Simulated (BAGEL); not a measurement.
# C2H4BCl (SMILES ClB1CC1): HF/STO-3G (density fitting with qzvpp-jkfit)

Aim: the energy change on altering one bond length of C2H4BCl at HF/STO-3G (density fitting with qzvpp-jkfit), from 2 runs. 

The calculation is run with BAGEL 1.2.2.

7 further runs of the same task are left out: 6 that didn't finish, 1 set aside as unsound or not needed.

### 1 Starting point

C2H4BCl has 8 atoms, charge 0, and is taken as a singlet. SMILES: `ClB1CC1`. Geometry: relaxed at PBE0-D4/def2-TZVP.

Bond lengths: Cl1–B2 1.717 Å, B2–C3 1.513 Å, B2–C4 1.513 Å, C3–C4 1.562 Å, C3–H5 1.086 Å, C3–H6 1.086 Å, C4–H7 1.086 Å, C4–H8 1.087 Å. Some angles: Cl1–B2–C3 148.9°, Cl1–B2–C4 148.9°, C3–B2–C4 62.1°, B2–C3–C4 58.9°, B2–C4–C3 58.9°, B2–C3–H5 120.4°, B2–C3–H6 120.4°, C4–C3–H5 117.0°, C4–C3–H6 117.0°, B2–C4–H7 120.4°.

### 2 The energy at HF/STO-3G (density fitting with qzvpp-jkfit)

Contents of input.json:

```json
{ "bagel": [

{
  "title": "molecule",
  "basis": "sto-3g",
  "df_basis": "qzvpp-jkfit",
  "angstrom": true,
  "geometry": [
    { "atom": "Cl", "xyz": [      -2.493000,       0.742700,      -0.419700 ] },
    { "atom": "B", "xyz": [      -0.868600,       0.256400,      -0.152000 ] },
    { "atom": "C", "xyz": [       0.564700,       0.635200,       0.151600 ] },
    { "atom": "C", "xyz": [       0.151300,      -0.857000,      -0.051400 ] },
    { "atom": "H", "xyz": [       1.189700,       1.082900,      -0.616100 ] },
    { "atom": "H", "xyz": [       0.853700,       0.935000,       1.155100 ] },
    { "atom": "H", "xyz": [       0.515300,      -1.352300,      -0.947300 ] },
    { "atom": "H", "xyz": [       0.179100,      -1.500100,       0.823900 ] }
  ]
},

{
  "title": "hf",
  "charge": 0
},

{
  "title": "print",
  "file": "orbitals.molden",
  "orbitals": true
}

]}
```

Command:

```bash
BAGEL_NUM_THREADS=1 BAGEL input.json > input.out
```

The program printed:

```text
* using 1 threads per process

  ===============================================================
  ===============================================================

  *** Geometry ***

  { "atom" : "Cl", "xyz" : [     -4.711087,      1.403500,     -0.793118 ] },
  { "atom" : "B", "xyz" : [     -1.641416,      0.484526,     -0.287238 ] },
  { "atom" : "C", "xyz" : [      1.067128,      1.200354,      0.286482 ] },
  { "atom" : "C", "xyz" : [      0.285916,     -1.619495,     -0.097132 ] },
  { "atom" : "H", "xyz" : [      2.248207,      2.046384,     -1.164260 ] },
  { "atom" : "H", "xyz" : [      1.613259,      1.766894,      2.182823 ] },
  { "atom" : "H", "xyz" : [      0.973776,     -2.555477,     -1.790138 ] },
  { "atom" : "H", "xyz" : [      0.338450,     -2.834778,      1.556945 ] },

  Number of auxiliary basis functions:      425

  Since a DF basis is specified, we compute 2- and 3-index integrals:
    o Being stored without compression. Storage requirement is 0.003 GB

  Number of basis functions:       28
  Number of electrons      :       38

    * METHOD: MOLECULE                             0.12

  *** RHF ***

  === Nuclear Repulsion ===
   127.0722980802

      * DIIS with orbital gradients will be used.

  === RHF iteration (sto-3g) ===
      0       -556.02389551          0.01162737           0.01
      1       -556.07260968          0.00304967           0.01
      2       -556.07583077          0.00085417           0.01
      3       -556.07616508          0.00009420           0.01
      4       -556.07616900          0.00002638           0.01
      5       -556.07616936          0.00000418           0.01
      6       -556.07616937          0.00000123           0.01
      7       -556.07616937          0.00000020           0.01
      8       -556.07616937          0.00000005           0.01
      9       -556.07616937          0.00000001           0.01
     10       -556.07616937          0.00000000           0.01
    * SCF iteration converged.

    * Permanent dipole moment:
           (   -0.546065,     0.163449,    -0.090008) a.u.

    * METHOD: HF                                   0.20

    * METHOD: PRINT                                0.00

  ===============================================================
```

Run time: 0.46 s. Hardware: 1 thread of Arm Neoverse V1, shared host.

### 3 The distorted shape

Contents of input.json:

```json
{ "bagel": [

{
  "title": "molecule",
  "basis": "sto-3g",
  "df_basis": "qzvpp-jkfit",
  "angstrom": "true",
  "geometry": [
    { "atom": "Cl", "xyz": [   -2.501341,    0.935653,   -0.682321 ] },
    { "atom": "B", "xyz": [   -0.876941,    0.449353,   -0.414621 ] },
    { "atom": "C", "xyz": [    0.556359,    0.828153,   -0.111021 ] },
    { "atom": "C", "xyz": [    0.142959,   -0.664047,   -0.314021 ] },
    { "atom": "H", "xyz": [    1.181359,    1.275853,   -0.878721 ] },
    { "atom": "H", "xyz": [    0.845359,    1.127953,    0.892479 ] },
    { "atom": "H", "xyz": [    0.506959,   -1.159347,   -1.209921 ] },
    { "atom": "H", "xyz": [    0.179100,   -1.500100,    0.823900 ] }
  ]
},
{
  "title": "hf"
},
{
  "title": "print",
  "file": "orbitals.molden",
  "orbitals": "true"
}

]}
```

Command:

```bash
BAGEL_NUM_THREADS=1 BAGEL input.json > input.out
```

The program printed:

```text
* using 1 threads per process

  ===============================================================
  ===============================================================

  *** Geometry ***

  { "atom" : "Cl", "xyz" : [     -4.726849,      1.768128,     -1.289400 ] },
  { "atom" : "B", "xyz" : [     -1.657178,      0.849154,     -0.783520 ] },
  { "atom" : "C", "xyz" : [      1.051366,      1.564982,     -0.209799 ] },
  { "atom" : "C", "xyz" : [      0.270153,     -1.254867,     -0.593414 ] },
  { "atom" : "H", "xyz" : [      2.232445,      2.411013,     -1.660542 ] },
  { "atom" : "H", "xyz" : [      1.597497,      2.131522,      1.686541 ] },
  { "atom" : "H", "xyz" : [      0.958014,     -2.190848,     -2.286419 ] },
  { "atom" : "H", "xyz" : [      0.338450,     -2.834778,      1.556945 ] },

  Number of auxiliary basis functions:      425

  Since a DF basis is specified, we compute 2- and 3-index integrals:
    o Being stored without compression. Storage requirement is 0.003 GB

  Number of basis functions:       28
  Number of electrons      :       38

    * METHOD: MOLECULE                             0.12

  *** RHF ***

  === Nuclear Repulsion ===
   125.9246242749

      * DIIS with orbital gradients will be used.

  === RHF iteration (sto-3g) ===
      0       -555.96183177          0.01214401           0.01
      1       -556.01373559          0.00322991           0.01
      2       -556.01737114          0.00092031           0.01
      3       -556.01775947          0.00009996           0.01
      4       -556.01776411          0.00003298           0.01
      5       -556.01776465          0.00001024           0.01
      6       -556.01776472          0.00000468           0.01
      7       -556.01776473          0.00000107           0.01
      8       -556.01776473          0.00000030           0.01
      9       -556.01776473          0.00000010           0.01
     10       -556.01776473          0.00000002           0.01
     11       -556.01776473          0.00000000           0.01
    * SCF iteration converged.

    * Permanent dipole moment:
           (   -0.561482,     0.165201,    -0.084297) a.u.

    * METHOD: HF                                   0.21

    * METHOD: PRINT                                0.00

  ===============================================================
```

Run time: 0.46 s. Hardware: 1 thread of Arm Neoverse V1, shared host.

### 4 What came out

At HF/STO-3G (density fitting with qzvpp-jkfit):

| quantity | value |
| --- | --- |
| first shape: total energy | -556.07617 Eh |
| first shape: dipole moment | 1.47 D |
| first shape: HOMO energy | -9.14 eV |
| first shape: LUMO energy | 5.95 eV |
| first shape: HOMO–LUMO gap | 15.10 eV |
| distorted shape: total energy | -556.01776 Eh |
| distorted shape: dipole moment | 1.50 D |
| distorted shape: HOMO energy | -9.03 eV |
| distorted shape: LUMO energy | 5.68 eV |
| distorted shape: HOMO–LUMO gap | 14.71 eV |
| energy change with the C4–H8 bond stretched from 1.087 to 1.412 Å | 1.589 eV |

**Reading.** With the C4–H8 bond stretched from 1.087 to 1.412 Å the energy rises by 1.59 eV (37 kcal/mol). The first shape isn't relaxed at this level, so the change isn't measured from a minimum. The minimal basis adds a large error of its own.
